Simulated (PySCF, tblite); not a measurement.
**C₆H₁₁FSi₂: geometry, infrared bands and NMR shifts**

Wanted: the infrared bands and NMR shifts of C₆H₁₁FSi₂ (`C=C[C@@H]1[SiH2]C=C[SiH2][C@@H]1F`), by calculation.

The runs use tblite 0.8.0 and PySCF 2.14.0, with density-fitted response routines of our own; the level of theory stands in each step. All values are computed, except where a source is named. Atoms count from 0, in the outputs and in this text.

### 1 The starting structure

20 atoms, charge 0, multiplicity 1; geometry from: force field or distance geometry start.

Bonds of the start (Å): C0–C1 1.33, C1–C2 1.49, C2–Si3 1.88, Si3–C4 1.83, C4–C5 1.32, C5–Si6 1.86, Si6–C7 1.86, C7–F8 1.39, C7–C2 1.53, C0–H9 1.12, C0–H10 1.07, C1–H11 1.09, C2–H12 1.11, Si3–H13 1.48, Si3–H14 1.47, C4–H15 1.10, C5–H16 1.11, Si6–H17 1.46, Si6–H18 1.48, C7–H19 1.09.

### 2 Geometry optimisation with GFN2-xTB

What the job is given:

```
{"job": {"kind": "relax", "xc": "GFN2-xTB", "basis": "xTB"}, "charge": 0, "multiplicity": 1}
C     -2.834400    -0.824400     1.093700
C     -2.041100    -0.626600     0.039100
C     -0.617600    -0.208000     0.177600
Si    -0.282900     1.445400    -0.645400
C      1.449400     1.872500    -0.252100
C      2.384600     0.998100     0.081600
Si     1.998300    -0.812500     0.209900
C      0.329000    -1.184500    -0.523300
F      0.358300    -0.750100    -1.842100
H     -3.878200    -1.141900     0.862900
H     -2.549800    -0.685700     2.115800
H     -2.453400    -0.806000    -0.951900
H     -0.360900    -0.128800     1.249800
H     -0.372800     1.183700    -2.103700
H     -1.248100     2.481200    -0.244100
H      1.750900     2.931900    -0.304000
H      3.426000     1.306200     0.307500
H      2.988700    -1.622100    -0.490300
H      1.934700    -1.189600     1.639800
H      0.014400    -2.228000    -0.423500
```

The run is started by

```sh
> OMP_NUM_THREADS=1 python probes_run.py task.json out
```

One launch serves the whole session: the jobs run in the order shown.

**Question.** This job is followed by: GFN2-xTB harmonic vibrations, gas phase; GIAO PBE0/pcSseg-1 NMR shielding, non-relativistic, gas phase. Predict these results of the whole session: strongest single infrared mode (GFN2-xTB); zero-point energy (GFN2-xTB); 13C shifts against TMS (PBE0/pcSseg-1); 1H shifts against TMS (PBE0/pcSseg-1); 29Si shifts against TMS (PBE0/pcSseg-1); 19F shifts against CFCl3 (PBE0/pcSseg-1); surface potential, 1st and 99th percentile.

As calculated:

```
                                 quantity                                                                 value
strongest single infrared mode (GFN2-xTB)                                                 2224 cm⁻¹, 399 km/mol
             zero-point energy (GFN2-xTB)                                                         89.7 kcal/mol
   13C shifts against TMS (PBE0/pcSseg-1)                            157.2, 149.3, 145.9, 119.4, 90.9, 39.5 ppm
    1H shifts against TMS (PBE0/pcSseg-1)  7.47, 7.22, 6.53, 5.33, 5.30, 5.26, 4.55, 4.47, 4.40, 4.08, 2.09 ppm
  29Si shifts against TMS (PBE0/pcSseg-1)                                                      -56.0, -58.8 ppm
 19F shifts against CFCl3 (PBE0/pcSseg-1)                                                            -248.7 ppm
    surface potential, 1st and 99th percentile                                                    -1.03 V and 1.14 V
```

**Reading.** Over 99 steps the energy fell by 0.608 eV; of the close pairs, Si3–C4 changed most, 1.827 to 1.885 Å. All 54 modes are real, so the xTB geometry is a minimum. The strongest single mode, at 2224 cm⁻¹, moves mainly H14. Unscaled tight-binding wavenumbers are off by several per cent, some by more. Its intensities can rank the bands wrongly. At PBE0/pcSseg-1, counted by nearest atom on the grid, the HOMO lies on C0 31 %; C1 23 %, the LUMO on C4, C5 about 30 % each; H15, H16 about 7 % each.
